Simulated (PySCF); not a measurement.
# C4H12Si (TMS): the cost of one run

The runs use PySCF 2.14.0, with density-fitted response routines of our own; the level of theory stands in each step. All values are computed, except where a source is named. Atoms count from 0, in the outputs and in this text.

## 1. The starting structure

17 atoms, charge 0, multiplicity 1; geometry from: GFN2-xTB.

Bonds of the start (Å): C0–Si1 1.91, Si1–C2 1.91, Si1–C3 1.91, Si1–C4 1.91, C0–H5 1.09, C0–H6 1.09, C0–H7 1.09, C2–H8 1.09, C2–H9 1.09, C2–H10 1.09, C3–H11 1.09, C3–H12 1.09, C3–H13 1.09, C4–H14 1.09, C4–H15 1.09, C4–H16 1.09.

## 2. Nuclear shieldings: BLYP/Sadlej pVTZ

What the job is given:

```
{"job": {"kind": "nmr", "xc": "BLYP", "basis": "Sadlej pVTZ", "pop": false}, "charge": 0, "multiplicity": 1}
C     -0.406572    -1.213421    -1.419378
Si    -0.001168    -0.000673    -0.001754
C      0.008130     1.785545    -0.675355
C     -1.319794    -0.154927     1.370252
C      1.716091    -0.415535     0.721562
H     -1.379676    -1.003559    -1.853159
H     -0.418731    -2.241638    -1.070248
H      0.327027    -1.147965    -2.217335
H      0.242457     2.501867     0.106393
H     -0.958122     2.057909    -1.089187
H      0.746490     1.907664    -1.462097
H     -2.312057     0.075313     0.994143
H     -1.350945    -1.160472     1.779082
H     -1.116988     0.525824     2.191677
H      1.746276    -1.426357     1.117085
H      2.493128    -0.336762    -0.032799
H      1.977455     0.259220     1.531210
```

With the program's defaults for keys left out, this is: GIAO BLYP/Sadlej pVTZ NMR shielding, non-relativistic, gas phase.

Launch:

```sh
> OMP_NUM_THREADS=1 python probes_run.py task.json out
```

One launch serves the whole session: the jobs run in the order shown.

**Question.** How long does this first job take on 1 thread of Intel Xeon at 2.30GHz, shared host, and how much memory does it need?

About 44 s, with a peak of 1.1 GiB.
